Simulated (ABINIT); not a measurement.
Crystal: Mg3Te.

```
Te Mg
1.0
    -2.13936    2.13936    5.28249
     2.13936   -2.13936    5.28249
     2.13936    2.13936   -5.28249
Te Mg
1 3
Direct
  0.00000 0.00000 0.00000
  0.25000 0.75000 0.50000
  0.75000 0.25000 0.50000
  0.50000 0.50000 0.00000
```

The cell comes from a database or a generator and needn't be the stable form of this composition.

| Item | Value |
| --- | --- |
| Program | ABINIT 10.8.3 (patched build) |
| Task | relaxation of cell and atoms |
| Functional | PBEsol |
| Potentials or basis | JTH PAW PBE v2.0 |
| Cutoff | 517 eV |
| k mesh | 6 × 6 × 6 |
| Occupations | fermi-dirac, width 0.05 eV |
| Spin | no spin polarisation |

At the start: pressure -1.0 GPa; volume 24.18 Å³/atom.

Q: How do energy, volume and symmetry change on relaxing?

A: Over 3 steps the energy falls by 2.1 meV/atom and the volume is 23.50 Å³/atom (-2.8 %); space group I4/mmm (No. 139, to 0.05 Å).

Step by step:
```tsv
step	energy change (eV)	largest force (eV/Å)	pressure (GPa)	volume (Å³)
1	0.0000	0.0000	-1.02	96.71
2	-0.0018	0.0000	-0.91	96.41
3	-0.0085	0.0000	0.04	93.99
```

Final structure:
```
Te Mg
1.0
    -2.11985    2.11985    5.22880
     2.11985   -2.11985    5.22880
     2.11985    2.11985   -5.22880
Te Mg
1 3
Cartesian
  0.0000 0.0000 0.0000
  2.1199 0.0000 2.6144
  0.0000 2.1199 2.6144
  0.0000 0.0000 5.2288
```

Caveat: the PAW data sets were made with another functional, which shifts forces and pressure a little.
